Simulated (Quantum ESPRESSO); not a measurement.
A run of Quantum ESPRESSO 7.5 is set up as follows.

Contents of pw.in:

```
&CONTROL
  calculation = 'vc-relax'
  prefix = 'pwscf'
  outdir = './tmp'
  pseudo_dir = './pseudo'
  tprnfor = .true.
  tstress = .true.
  disk_io = 'low'
  nstep = 40
  forc_conv_thr = 0.0004
  etot_conv_thr = 1d-05
/
&SYSTEM
  ibrav = 0
  nat = 8
  ntyp = 2
  ecutwfc = 45
  ecutrho = 360
  nbnd = 57
  occupations = 'smearing'
  smearing = 'mp'
  degauss = 0.00367493
/
&ELECTRONS
  conv_thr = 1.6d-09
  electron_maxstep = 120
  mixing_beta = 0.5
/
&IONS
  ion_dynamics = 'bfgs'
/
&CELL
  cell_dynamics = 'bfgs'
  press = 0
  press_conv_thr = 0.3
/
ATOMIC_SPECIES
Si    28.0850 si_pbe_v1.uspp.F.UPF
Ni    58.6934 ni_pbe_v1.4.uspp.F.UPF
CELL_PARAMETERS angstrom
   5.1731000000    0.0000000000    0.0000000000
   0.0000000000    3.3381000000    0.0000000000
   0.0000000000    0.0000000000    5.6049000000
ATOMIC_POSITIONS crystal
Si     0.3212800000    0.7500000000    0.0825000000
Si     0.1787200000    0.2500000000    0.5825000000
Si     0.8212800000    0.7500000000    0.4175000000
Si     0.6787200000    0.2500000000    0.9175000000
Ni     0.0077900000    0.2500000000    0.1875200000
Ni     0.4922100000    0.7500000000    0.6875200000
Ni     0.5077900000    0.2500000000    0.3124800000
Ni     0.9922100000    0.7500000000    0.8124800000
K_POINTS automatic
8 12 8 0 0 0
```

Potentials or basis: GBRV 1.5 PBE.

Run with:

```bash
$ OMP_NUM_THREADS=1 mpirun -n 4 pw.x -nk 4 -in pw.in > pw.out
```

Q: Predict the relaxed cell.

A: a = 5.146 Å, b = 3.385 Å, c = 5.610 Å, α = 90.00°, β = 90.00°, γ = 90.00°.

Q: Estimate the space group after relaxing (to 0.05 Å).

A: Pnma (No. 62).

Q: Estimate the relaxed volume.

A: 12.22 Å³/atom.

Forces in eV/Å, atoms in the order of the input:
```
Si   0.002  0.000 -0.001
Si  -0.002  0.000 -0.001
Si   0.002  0.000  0.001
Si  -0.002  0.000  0.001
Ni  -0.001  0.000 -0.001
Ni   0.001  0.000 -0.001
Ni  -0.001  0.000  0.001
Ni   0.001  0.000  0.001
```

Spin polarisation is off, so any magnetic state and its effect on volume and gap are missing. Zero-point motion and thermal expansion aren't in these numbers.
